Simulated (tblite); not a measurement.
# C8H13FSi: the cost of one run

The runs use tblite 0.8.0 and PySCF 2.14.0, with density-fitted response routines of our own; the level of theory stands in each step. All values are computed, except where a source is named. Atoms are numbered from 0 throughout.

### Step 1. The starting structure

23 atoms, charge 0, multiplicity 1; geometry from: force field or distance geometry start.

Bonds of the start (Å): C0–C1 1.49, C1–C2 1.20, C2–C3 1.45, C3–C4 1.33, C4–Si5 1.84, Si5–C6 1.87, C6–F7 1.36, C3–C8 1.48, C8–C9 1.54, C0–H10 1.12, C0–H11 1.09, C0–H12 1.11, C4–H13 1.10, Si5–H14 1.47, Si5–H15 1.48, C6–H16 1.12, C6–H17 1.10, C8–H18 1.11, C8–H19 1.11, C9–H20 1.12, C9–H21 1.12, C9–H22 1.10.

### Step 2. Geometry optimisation with GFN2-xTB

The job: settings as JSON, then the geometry in Å.

```
{"job": {"kind": "relax", "xc": "GFN2-xTB", "basis": "xTB"}, "charge": 0, "multiplicity": 1}
C     -1.155900    -3.335600    -0.292100
C     -0.908000    -1.870600    -0.293200
C     -0.677200    -0.690400    -0.252900
C     -0.445300     0.735900    -0.213200
C      0.741000     1.235800     0.107300
Si     2.075300     0.012300     0.455100
C      3.782200     0.775600     0.379300
F      3.845800     1.751000    -0.568700
C     -1.605000     1.605300    -0.513800
C     -2.754300     1.354200     0.477900
H     -2.130800    -3.470300     0.241600
H     -1.134200    -3.714400    -1.308600
H     -0.422100    -3.893100     0.320300
H      0.927200     2.315700     0.135700
H      1.770600    -0.560300     1.774800
H      2.023600    -1.116200    -0.499200
H      4.500200    -0.039600     0.101200
H      4.027800     1.127700     1.397000
H     -1.327500     2.683800    -0.508900
H     -1.988700     1.299300    -1.504000
H     -3.206000     2.309900     0.846500
H     -3.580700     0.781000    -0.017900
H     -2.362700     0.730000     1.292000
```

The run is started by

```
$ OMP_NUM_THREADS=1 python probes_run.py task.json out
```

This one command runs all jobs of the session in turn.

Q: Estimate the wall time of this first job on 1 thread of Arm Neoverse N1, shared host.

About 2.7 s.
